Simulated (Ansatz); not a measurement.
# C9H18O: a ladder of functionals and wavefunction methods

Aim: compute C9H18O with functionals from several rungs and with coupled cluster. The yardstick is the atomisation energy at the CCSD(T) limit.

Program: Ansatz 0.2.0, Gaussian basis. Level of theory: functionals in def2-TZVPP, the program's frozen cores in correlated methods. These are calculated values, not measurements.

The runs, in order: LDA (SPW92), PBE-D4, revPBE-D4, BLYP-D4, r2SCAN-D4, B97M-V, PBE0-D4, B3LYP-D4, r2SCANh-D4, r2SCAN0-D4, HSE06-D4, BHLYP-D4, CAM-B3LYP-D4, LC-ωPBE, ωB97X-V, ωB97M-V, B2PLYP, PBE-QIDH; CCSD(T)/def2-SVP; CCSD(T)/def2-TZVPP; MP2/def2-QZVPP; extrapolation to the limit; RPA on PBE.

## Step 1: The relaxed structure

An earlier PBE0-D4 in a triple-zeta def2 set relaxation fixed the geometry.

SMILES `CC(C)CC(=O)CC(C)C`, 28 atoms, charge 0, spin multiplicity 1.

Atoms are counted from 1 here; the program's logs count them from 0.

Bond lengths: C1–C2 1.522 Å, C1–H11 1.093 Å, C1–H12 1.095 Å, C1–H13 1.091 Å, C2–C3 1.521 Å, C2–C4 1.521 Å, C2–H14 1.095 Å, C3–H15 1.093 Å, C3–H16 1.093 Å, C3–H17 1.095 Å, C4–C5 1.513 Å, C4–H18 1.099 Å, C4–H19 1.097 Å, C5–O6 1.208 Å, C5–C7 1.509 Å, C7–C8 1.532 Å, C7–H20 1.097 Å, C7–H21 1.093 Å and more. Angles: C2–C1–H11 110.9°, C2–C1–H12 110.7°, C2–C1–H13 111.4°, H11–C1–H12 107.5°, H11–C1–H13 107.8°, H12–C1–H13 108.4°, C1–C2–C3 111.0°, C1–C2–C4 111.1°, C1–C2–H14 108.0°, C3–C2–C4 110.5°, C3–C2–H14 108.9°, C4–C2–H14 107.2°, C2–C3–H15 111.0°, C2–C3–H16 111.6°, C2–C3–H17 111.0°, H15–C3–H16 107.8°, H15–C3–H17 107.5°, H16–C3–H17 107.7° and more.

## Step 2: LDA

This LDA is Slater exchange with PW92 correlation.

File in.yaml:

```yaml
crystal:
  periodic: [false, false, false]
  atoms:
    - {symbol: C, position_ang: [-1.471809, -2.635447, -1.225602]}
    - {symbol: C, position_ang: [-1.796761, -1.596021, -0.162605]}
    - {symbol: C, position_ang: [-2.331954, -2.254588, 1.099778]}
    - {symbol: C, position_ang: [-0.580239, -0.740815, 0.157373]}
    - {symbol: C, position_ang: [-0.149013, 0.190528, -0.954109]}
    - {symbol: O, position_ang: [-0.886999, 0.476132, -1.866334]}
    - {symbol: C, position_ang: [1.243543, 0.764823, -0.859012]}
    - {symbol: C, position_ang: [1.508301, 1.565777, 0.419525]}
    - {symbol: C, position_ang: [0.553474, 2.745180, 0.533419]}
    - {symbol: C, position_ang: [2.956084, 2.030503, 0.454822]}
    - {symbol: H, position_ang: [-2.353019, -3.234650, -1.467226]}
    - {symbol: H, position_ang: [-0.693575, -3.320412, -0.871800]}
    - {symbol: H, position_ang: [-1.124627, -2.165890, -2.147354]}
    - {symbol: H, position_ang: [-2.564652, -0.928057, -0.566260]}
    - {symbol: H, position_ang: [-3.218271, -2.855772, 0.882658]}
    - {symbol: H, position_ang: [-2.606998, -1.512732, 1.854461]}
    - {symbol: H, position_ang: [-1.583486, -2.919491, 1.543381]}
    - {symbol: H, position_ang: [-0.787107, -0.103213, 1.027812]}
    - {symbol: H, position_ang: [0.270778, -1.365875, 0.455795]}
    - {symbol: H, position_ang: [1.953741, -0.069662, -0.911787]}
    - {symbol: H, position_ang: [1.401281, 1.396633, -1.737209]}
    - {symbol: H, position_ang: [1.346351, 0.904183, 1.279184]}
    - {symbol: H, position_ang: [-0.492787, 2.429050, 0.532450]}
    - {symbol: H, position_ang: [0.687081, 3.430035, -0.309251]}
    - {symbol: H, position_ang: [0.733215, 3.306375, 1.453470]}
    - {symbol: H, position_ang: [3.171637, 2.687486, -0.393281]}
    - {symbol: H, position_ang: [3.648774, 1.186406, 0.407829]}
    - {symbol: H, position_ang: [3.167056, 2.589508, 1.369862]}
basis:
  gaussian: {orbitals: def2-TZVPP}
hamiltonian: {xc: lda}
output: {orbitals: {seedname: orbitals}}
```

Command:

```bash
> ansatz run in.yaml --threads 4 --pin off --events-out ev --progress --plain --max-ram 66560MiB --backend cuda --devices 0, --max-vram 37GiB
```

After this run come: PBE-D4 (GGA); revPBE-D4 (GGA); BLYP-D4 (GGA); r2SCAN-D4 (meta-GGA); B97M-V (meta-GGA); PBE0-D4 (hybrid); B3LYP-D4 (hybrid); r2SCANh-D4 (hybrid); r2SCAN0-D4 (hybrid); HSE06-D4 (hybrid); BHLYP-D4 (hybrid); CAM-B3LYP-D4 (range-separated); LC-ωPBE (range-separated); ωB97X-V (range-separated); ωB97M-V (range-separated); B2PLYP (double hybrid); PBE-QIDH (double hybrid); CCSD(T) in def2-SVP; CCSD(T) in def2-TZVPP; MP2 in def2-QZVPP; RPA on PBE orbitals.

**Question.** What will the summary of the whole plan be? Wanted: atomisation energy, CCSD(T)/CBS; farthest beyond LDA; mean size of error, GGA; mean size of error, meta-GGA; mean size of error, hybrid; mean size of error, range-separated; mean size of error, double hybrid; gap, smallest and largest; T1 diagnostic.

As calculated:

| quantity | value |
| --- | --- |
| atomisation energy, CCSD(T)/CBS | 2746.6 kcal/mol |
| functionals within 13.7 kcal/mol (0.5 %) | revPBE-D4, BLYP-D4, r2SCAN-D4, B97M-V, B3LYP-D4, r2SCANh-D4, LC-ωPBE, ωB97X-V, ωB97M-V, PBE-QIDH |
| farthest beyond LDA | BHLYP-D4 (-63.9 kcal/mol) |
| mean size of error, GGA | 23.1 kcal/mol |
| mean size of error, meta-GGA | 7.5 kcal/mol |
| mean size of error, hybrid | 22.4 kcal/mol |
| mean size of error, range-separated | 7.4 kcal/mol |
| mean size of error, double hybrid | 13.1 kcal/mol |
| gap, smallest and largest | 3.86 eV (LDA (SPW92)), 11.86 eV (LC-ωPBE) |
| T1 diagnostic | 0.0111 |
| triples share of the correlation energy | 4.0 % |

In words: The LDA atomisation energy is off by 381.7 kcal/mol (14 %): it overbinds. PBE-D4 is off by +58.9 kcal/mol. Double hybrids carry the basis error of their MP2 part in triple zeta, and no dispersion term here, so their miss is partly the set-up's. The rungs range-separated, meta-GGA, double hybrid miss on average by less than the doubt on the reference (13.7 kcal/mol), so they tie. The reference freezes the cores and leaves out relativity and excitations past (T), so misses under about 13.7 kcal/mol can't be ranked. Hartree-Fock recovers 75 % of the binding; the rest is correlation. CCSD(T) in def2-SVP is off by -95.4 kcal/mol, so the small basis spoils what the method gains. The gap grows from 3.9 to 11.9 eV across the functionals, mostly with the share of exact exchange.
